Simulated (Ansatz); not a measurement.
# Na4H: the cost of one run

Method: DFT PBE, scalar-relativistic, plane waves, PAW, in Ansatz 0.2.0.

**1. The system as given**

It takes space group P4/nmm (No. 129, tetragonal). Conventional cell: a = 4.537 Å, b = 4.537 Å, c = 9.495 Å, α = 90.00°, β = 90.00°, γ = 90.00°. Na (site symmetry -4m2) is surrounded by 4 H at 2.78 Å and 2 Na at 2.89 Å. Around Na (site symmetry 4mm) lie 12 Na at 2.82 to 3.23 Å and 1 H at 2.96 Å. Na (site symmetry 2mm) has 2 H at 2.61 Å and 3 Na at 2.82 to 2.89 Å in its first shell of neighbours. H (site symmetry 4mm) has 9 Na at 2.61 to 2.96 Å in its first shell of neighbours.

Structure file:

```
Na H
1.0
     4.53737    0.00000    0.00000
     0.00000    4.53737    0.00000
     0.00000    0.00000    9.49495
Na H
8 2
Direct
  0.00000 0.00000 0.00000
  0.50000 0.50000 0.00000
  0.00000 0.50000 0.48100
  0.50000 0.00000 0.51900
  0.00000 0.00000 0.30400
  0.50000 0.50000 0.30400
  0.50000 0.50000 0.69600
  0.00000 0.00000 0.69600
  0.00000 0.50000 0.16900
  0.50000 0.00000 0.83100
```

A structure generator made this guess: species swapped into a database cell of Be4B (P4/nmm, No. 129), with Na on the Be sites and H on the B sites. Lengths come from tabulated atomic sizes and are only a guess.

**2. The guess as it stands, on a coarse mesh**

input.yaml reads:

```yaml
crystal:
  lattice:
    - [4.53737402, 0.0, 0.0]
    - [0.0, 4.53737402, 0.0]
    - [0.0, 0.0, 9.49495047]
  atoms:
    - { symbol: Na, position: [0.0, 0.0, 0.0] }
    - { symbol: Na, position: [0.5, 0.5, 0.0] }
    - { symbol: Na, position: [0.0, 0.5, 0.48100001] }
    - { symbol: Na, position: [0.5, 0.0, 0.51899999] }
    - { symbol: Na, position: [0.0, 0.0, 0.30399999] }
    - { symbol: Na, position: [0.5, 0.5, 0.30399999] }
    - { symbol: Na, position: [0.5, 0.5, 0.69600001] }
    - { symbol: Na, position: [0.0, 0.0, 0.69600001] }
    - { symbol: H, position: [0.0, 0.5, 0.169] }
    - { symbol: H, position: [0.5, 0.0, 0.831] }
basis:
  ecutwfc: 420
kpoints:
  mp_grid: { grid: [4, 4, 2] }
hamiltonian:
  xc: pbe
scf:
  occupations: { method: gaussian, width: 0.1 }
  lower_state_search: "off"
output:
  forces: true
  stress: true
  eigenvalues: true
```

Command:

```
$ ansatz run input.yaml --threads 1 --pin off --max-ram 2560MiB --backend cpu --events-out ev --progress --plain --runs-dir out
```

**Question.** How long does this run take on 1 thread of AMD EPYC 7B13 (Zen 3), shared host, and how much memory does it need?

About 4.6 s, with a peak of 0.47 GiB.
